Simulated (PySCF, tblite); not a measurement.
**C5H11B2F2N: geometry, infrared bands and NMR shifts**

What infrared bands and NMR shifts should C5H11B2F2N (`CB(CB(F)F)N=C(C)C`) show?

The runs use tblite 0.8.0 and PySCF 2.14.0, with density-fitted response routines of our own; the level of theory stands in each step. All values are computed, except where a source is named. Atoms are numbered from 0 throughout.

### 1 The molecule as given

21 atoms, charge 0, multiplicity 1; geometry from: force field or distance geometry start.

Bonds of the start (Å): C0–B1 1.60, B1–C2 1.60, C2–B3 1.62, B3–F4 1.44, B3–F5 1.45, B1–N6 1.52, N6–C7 1.26, C7–C8 1.50, C7–C9 1.48, C0–H10 1.12, C0–H11 1.09, C0–H12 1.10, C2–H13 1.10, C2–H14 1.09, C8–H15 1.11, C8–H16 1.11, C8–H17 1.11, C9–H18 1.11, C9–H19 1.14, C9–H20 1.11.

### 2 Geometry optimisation with GFN2-xTB

The job: settings as JSON, then the geometry in Å.

```
{"job": {"kind": "relax", "xc": "GFN2-xTB", "basis": "xTB"}, "charge": 0, "multiplicity": 1}
C     -1.500200    -1.823600    -0.939500
B     -0.669800    -0.854700     0.022800
C     -1.401100    -0.483100     1.400000
B     -2.229600     0.852200     0.998900
F     -2.149600     2.047900     1.788500
F     -3.159400     0.710300    -0.110000
N      0.091400     0.328900    -0.562000
C      1.319000     0.561700    -0.391500
C      1.881600     1.783900    -1.064900
C      2.257400    -0.262500     0.396600
H     -2.520300    -1.999700    -0.507900
H     -1.001300    -2.788900    -1.017100
H     -1.704800    -1.323200    -1.902600
H     -2.135600    -1.275200     1.590900
H     -0.709600    -0.287400     2.215700
H      2.335100     2.465900    -0.314000
H      1.067600     2.321700    -1.603400
H      2.675700     1.397000    -1.730600
H      2.117800    -0.074500     1.482200
H      3.320300     0.042700     0.129900
H      2.106400    -1.322500     0.117800
```

Run with:

```sh
OMP_NUM_THREADS=1 python probes_run.py task.json out
```

The driver reads the jobs from task.json and runs them one after another.

**Question.** This job is followed by: GFN2-xTB harmonic vibrations, gas phase; GIAO PBE0/pcSseg-1 NMR shielding, non-relativistic, gas phase. What will the session give for the following? strongest single infrared mode (GFN2-xTB); zero-point energy (GFN2-xTB); ¹³C shifts against TMS (PBE0/pcSseg-1); ¹H shifts against TMS (PBE0/pcSseg-1, means over atoms taken as alike); ¹¹B shifts against BF3·OEt2 (PBE0/pcSseg-1); ¹⁹F shifts against CFCl3 (PBE0/pcSseg-1, means over atoms taken as alike); ¹⁵N shifts against NH3 (PBE0/pcSseg-1).

As calculated:

| quantity | value |
| --- | --- |
| strongest single infrared mode (GFN2-xTB) | 1262 cm⁻¹, 517 km/mol |
| zero-point energy (GFN2-xTB) | 101.6 kcal/mol |
| ¹³C shifts against TMS (PBE0/pcSseg-1) | 156.7, 29.6, 29.4, 9.6, 4.9 ppm |
| ¹H shifts against TMS (PBE0/pcSseg-1, means over atoms taken as alike) | 2.03, 2.02, 0.67, 0.45 ppm |
| ¹¹B shifts against BF3·OEt2 (PBE0/pcSseg-1) | 29.0, 24.7 ppm |
| ¹⁹F shifts against CFCl3 (PBE0/pcSseg-1, means over atoms taken as alike) | -71.6 ppm |
| ¹⁵N shifts against NH3 (PBE0/pcSseg-1) | 387.1 ppm |

In words: Over 177 steps the energy fell by 1.848 eV; of the close pairs, B1–N6 changed most, 1.524 to 1.342 Å. All 57 modes are real, so the xTB geometry is a minimum. The strongest single mode, at 1262 cm⁻¹, moves mainly B3. Unscaled tight-binding wavenumbers are off by several per cent, some by more. Its intensities can rank the bands wrongly.
